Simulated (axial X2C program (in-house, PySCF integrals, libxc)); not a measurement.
# A two-component session on HfP: EOM-IP-CCSD levels

Wanted for HfP: EOM-IP-CCSD levels, at the two-component level.

Computed with an in-house X2C program for linear molecules on PySCF integrals. Level: two-component X2C with atomic mean-field terms, Hf dyall-acv3z, P dyall-av3z.

All values are calculated.

### Step 1. Set-up

task.json

```json
{"zs": [72, 15], "q": 0, "bas": ["dyall-acv3z", "dyall-av3z"], "r0": 2.3, "eom": "ip", "rq": -1, "thr": -2.0, "nmax": 95, "grid": [1, 0.96, 1.045, 0.92, 1.09, 1.15]}
```

Keys: zs atomic numbers; q charge; bas basis sets; r0 starting distance in Å; eom kind of EOM run; thr threshold in hartree for freezing inner shells (an s shell follows its p shell); nmax most natural virtual spinors; grid distances as factors.

Started as:

```sh
$ python soeom.py task.json out
```

After this run come: EOM-IP-CCSD at 2.212 Å.

Before running it: what results should come out? Wanted: next root led by one particle; T1 of the reference; lowest state, Re and ωe.

As calculated:

```
                     quantity                            value
       lowest root at 2.212 Å                Ω = 1/2, 2.040 eV
next root led by one particle  Ω = 3/2, about 4360 cm⁻¹ higher
          T1 of the reference                            0.040
      lowest state, Re and ωe                2.210 Å, 499 cm⁻¹
```

**Reading.** Removing an electron from the reference determinant of HfP⁻ costs 2.04 eV and empties a spinor of 31% Hf sσ, 27% Hf dσ, 20% P pσ. Errors of 0.1 to 0.3 eV are usual at this size, and roots led by higher excitations are left out, so the list is incomplete, and low states of that kind can be missing. T1 or the largest double amplitude of the reference is raised, which lowers the reliability. The bond is 0.022 Å shorter than in the closed-shell reference at CCSD (2.232 Å).
